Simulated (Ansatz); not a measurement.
MnPt2, 3 atoms in the cell. It takes space group P-3m1 (No. 164, trigonal). The conventional cell has a = 2.858 Å, b = 2.858 Å, c = 6.533 Å, α = 90.00°, β = 90.00°, γ = 120.00°. Around Pt (site symmetry 3m) lie 3 Mn at 2.64 Å and 9 Pt at 2.86 to 2.91 Å. Mn (site symmetry -3m) has 6 Pt at 2.64 Å and 6 Mn at 2.86 Å as nearest neighbours. The cell comes from a database or a generator and needn't be the stable form of this composition.

* Program: Ansatz 0.2.0
* Task: band structure
* Functional: LDA
* Potentials or basis: Ansatz PAW
* Cutoff: 420 eV (not typed: the program's choice for these potentials)
* k mesh: 11 × 11 × 4
* Occupations: fermi-dirac, width 0.05 eV
* Spin: collinear spin, ferromagnetic start
* Starting moments: [0.0, 0.0, 4.0] μB
* Path: [["G", "M", "K", "G", "A", "L", "H", "A"], ["L", "M"], ["K", "H"]]
* Points for each segment of the path: 14

Potentials or basis: Ansatz PAW.

Launch:

```sh
$ ansatz run input.yaml --threads 2 --pin off --max-ram 5632MiB --backend cpu --events-out ev --progress --plain --runs-dir out
```

Hardware: 2 threads of Arm Neoverse V2, on a shared host.

Problem. Estimate the wall time of this run.

Solution. Run time: 13 s on 2 threads of Arm Neoverse V2 (shared host), peak memory 0.43 GiB. Counts: scf iterations 13, plane waves 897, k points 58, bands 33.
